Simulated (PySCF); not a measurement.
# [Pr(SH)3]+: other functionals and bases at one geometry

Aim: see how levels, charges and forces of [Pr(SH)3]+ depend on the level of theory. It is a constructed species; whether it can be made isn't addressed.

Method: several levels, as the steps say, no spin–orbit coupling; program: PySCF 2.14.0.

1 further run of the same task is left out (for a known fault of the program).

### Step 1. Starting geometry

7 atoms, charge 1, spin multiplicity 1.

Bond lengths: Pr1–S2 2.501 Å, Pr1–S4 2.501 Å, Pr1–S6 2.501 Å, S2–H3 1.358 Å, S4–H5 1.358 Å, S6–H7 1.358 Å. Angles: S2–Pr1–S4 105.8°, S2–Pr1–S6 105.8°, S4–Pr1–S6 105.8°, Pr1–S2–H3 99.4°, Pr1–S4–H5 99.4°, Pr1–S6–H7 99.4°.

Coordinates:

```
atom    x (Å)    y (Å)    z (Å)
 Pr1   0.0000   0.0000  -0.0796
  S2   2.2712   0.3842   0.8952
  H3   2.4426  -0.8020   1.5336
  S4  -1.4683   1.7748   0.8952
  H5  -0.5268   2.5164   1.5336
  S6  -0.8029  -2.1590   0.8952
  H7  -1.9159  -1.7144   1.5336
```

Formal oxidation states: Pr +4. Each metal's 1 4f electrons lie in its core potential, so multiplicities, spins and levels count the valence alone. An earlier session relaxed this geometry at PBE0, Pr lcecp-2-SVP with ECP47, S def2-SVP, H def2-SVP (singlet, point group C3).

At PBE0 on the finer grid: E = -1234.716819 Eh, frontier levels not given, since the 4f levels lie in the core, Mulliken charge on Pr1 +0.96 e, largest force component 0.009 eV/Å. 

Levels to run: M06-L; B3LYP; PBE0, TZVP. Hardware: 2 threads of AMD EPYC 9R14 (Zen 4), shared host.

### Step 2. M06-L

run.py (the lines that set the calculation) reads:

```python
mol = gto.M(atom='''
Pr     0.00000     0.00000    -0.07962
S      2.27119     0.38421     0.89522
H      2.44265    -0.80199     1.53361
S     -1.46833     1.77480     0.89522
H     -0.52678     2.51639     1.53361
S     -0.80286    -2.15902     0.89522
H     -1.91587    -1.71440     1.53361''',
    basis={'Pr': 'lcecp-2-SVP', 'S': 'def2-SVP', 'H': 'def2-SVP'},
    ecp={'Pr': 'lcecp-2-SVP'},
    charge=1, spin=0)
mf = dft.RKS(mol, xc='M06L')
mf.grids.atom_grid = (75, 302)  # f atoms: unpruned, at least (60, 302)
mf = mf.density_fit()  # fitting sets: Pr AutoAux, S def2-universal-JKFIT, H def2-universal-JKFIT
mf.conv_tol = 1e-08; mf.max_cycle = 55
mf.kernel(dm0)  # dm0: the density of the relaxed state
```

Command:

```bash
OMP_NUM_THREADS=2 python run.py
```

### Step 3. B3LYP

Changes to run.py (the lines that set the calculation) since step 2:

```diff
@@ -11,3 +11,3 @@
     charge=1, spin=0)
-mf = dft.RKS(mol, xc='M06L')
+mf = dft.RKS(mol, xc='B3LYP')
 mf.grids.atom_grid = (75, 302)  # f atoms: unpruned, at least (60, 302)
```

### Step 4. PBE0, TZVP

Basis: Pr lcecp-2-TZVP with ECP47, S def2-TZVP, H def2-TZVP. 

run.py (the lines that set the calculation) reads:

```python
mol = gto.M(atom='''
Pr     0.00000     0.00000    -0.07962
S      2.27119     0.38421     0.89522
H      2.44265    -0.80199     1.53361
S     -1.46833     1.77480     0.89522
H     -0.52678     2.51639     1.53361
S     -0.80286    -2.15902     0.89522
H     -1.91587    -1.71440     1.53361''',
    basis={'Pr': 'lcecp-2-TZVP', 'S': 'def2-TZVP', 'H': 'def2-TZVP'},
    ecp={'Pr': 'lcecp-2-TZVP'},
    charge=1, spin=0)
mf = dft.RKS(mol, xc='PBE0')
mf.grids.atom_grid = (75, 302)  # f atoms: unpruned, at least (60, 302)
mf = mf.density_fit()  # fitting sets: Pr AutoAux, S def2-universal-JKFIT, H def2-universal-JKFIT
mf.conv_tol = 1e-08; mf.max_cycle = 55
mf.kernel(dm0)  # dm0: free metal ions and neutral atoms
```

**Question.** What will these runs give? Wanted: for each run, charge on Pr1; dipole; largest force.

The runs gave:

| level | state | charge on Pr1 (e) | dipole (D) | largest force (eV/Å) | basis functions | time |
| --- | --- | --- | --- | --- | --- | --- |
| PBE0 (relaxed here) | singlet | 0.96 | 2.35 | 0.01 | 99 | 11 s |
| M06-L | singlet | 1.15 | 2.52 | 0.30 | 99 | 7.6 s |
| B3LYP | singlet | 0.87 | 2.28 | 0.37 | 99 | 4.9 s |
| PBE0, TZVP | singlet | 1.35 | 2.51 | 0.19 | 176 | 12 s |

Times are on 2 threads of AMD EPYC 9R14 (Zen 4), shared host; the first row also made further properties. The dipole of a charged species depends on the origin, so these sizes hold for this origin alone.

The largest leftover force, 0.37 eV/Å with B3LYP, stands at a geometry relaxed at another level. The Mulliken charge on Pr spans +0.87 to +1.35 e over the levels. With 4f in the core, its levels are missing from HOMO and gap. Total energies of different levels can't be compared. Spin–orbit coupling is left out throughout.
